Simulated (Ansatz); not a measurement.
# F2H4SSi2: the cost of one run

Method: RKS BLYP-D4/6-31G, in Ansatz 0.2.0.

**1. The system as given**

Bond lengths: F1–Si2 1.566 Å, Si2–Si3 2.325 Å, Si3–F4 1.582 Å, Si3–S5 2.128 Å, Si2–H6 1.509 Å, Si2–H7 1.509 Å, Si3–H8 1.555 Å, S5–H9 1.354 Å. Angles: F1–Si2–Si3 110.7°, F1–Si2–H6 109.5°, F1–Si2–H7 107.4°, Si3–Si2–H6 110.6°, Si3–Si2–H7 111.7°, H6–Si2–H7 106.8°, Si2–Si3–F4 111.4°, Si2–Si3–S5 113.1°, Si2–Si3–H8 108.7°, F4–Si3–S5 110.3°, F4–Si3–H8 105.0°, S5–Si3–H8 107.9°, Si3–S5–H9 94.1°.

As a file:

```xyz
9

F    -1.2926    0.1863    1.8454
Si    0.1729    0.3908    1.3312
Si    0.4111   -0.4374   -0.8286
F     0.2441   -2.0099   -0.8664
S    -0.9079    0.4794   -2.2243
H     0.5227    1.8576    1.3791
H     1.0930   -0.3085    2.3013
H     1.8683   -0.1757   -1.3049
H    -2.0232   -0.0288   -1.6499
```

**2. End point A**

File input.yaml:

```yaml
crystal:
  periodic: [false, false, false]
  atoms:
    - { symbol: F, position_ang: [-1.2926, 0.1863, 1.8454] }
    - { symbol: Si, position_ang: [0.1729, 0.3908, 1.3312] }
    - { symbol: Si, position_ang: [0.4111, -0.4374, -0.8286] }
    - { symbol: F, position_ang: [0.2441, -2.0099, -0.8664] }
    - { symbol: S, position_ang: [-0.9079, 0.4794, -2.2243] }
    - { symbol: H, position_ang: [0.5227, 1.8576, 1.3791] }
    - { symbol: H, position_ang: [1.093, -0.3085, 2.3013] }
    - { symbol: H, position_ang: [1.8683, -0.1757, -1.3049] }
    - { symbol: H, position_ang: [-2.0232, -0.0288, -1.6499] }
basis:
  gaussian: { orbitals: "6-31G" }
hamiltonian:
  xc: blyp
  dispersion: d4
relax:
  f_tol: 0.015
  max_steps: 40
```

The run is started by

```bash
$ ansatz run input.yaml --threads 1 --pin off --max-ram 2048MiB --backend cpu --events-out ev --progress --plain --runs-dir out
```

What time and memory should one allow on 1 thread of AMD EPYC 9R45 (Zen 5), shared host?

About 17 s, with a peak of 0.16 GiB.
